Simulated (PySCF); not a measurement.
# I2Tl (Tl(I)2+): the cost of one run

Program: PySCF 2.14.0. Level of theory: PBE0, Tl def2-SVP with ECP60, I def2-SVP with ECP28; scalar-relativistic core potentials, no spin–orbit coupling. These are calculated values, not measurements.

1 further run of the same task is left out (for a known fault of the program).

### Step 1. The starting structure

3 atoms, charge 1, spin multiplicity 1.

Bond lengths: Tl1–I2 2.744 Å, Tl1–I3 2.744 Å. Angles: I2–Tl1–I3 131.8°.

Geometry (Å):

```xyz
3
charge 1, multiplicity 1
Tl    0.0000    0.0000    0.0000
I     2.5042    0.0000    1.1207
I    -2.5042    0.0000    1.1207
```

Formal oxidation states: Tl +3.

### Step 2. SCF at the start, singlet

The input, run.py (the lines that set the calculation):

```python
mol = gto.M(atom='''
Tl     0.00000     0.00000     0.00000
I      2.50420     0.00000     1.12070
I     -2.50420     0.00000     1.12070''',
    basis={'Tl': 'def2-SVP', 'I': 'def2-SVP'},
    ecp={'Tl': 'def2-SVP', 'I': 'def2-SVP'},
    charge=1, spin=0)
mf = dft.RKS(mol, xc='PBE0')
mf.grids.atom_grid = (50, 194)
mf = mf.density_fit()  # fitting sets: Tl def2-universal-JKFIT, I def2-universal-JKFIT
mf.conv_tol = 1e-08; mf.max_cycle = 55
mf.kernel(dm0)  # dm0: free metal ions and neutral atoms
```

Started as:

```bash
OMP_NUM_THREADS=2 python run.py
```

Q: Estimate wall time and peak memory on 2 threads of Arm Neoverse V1, shared host.

About 1.9 s, with a peak of 0.31 GiB.
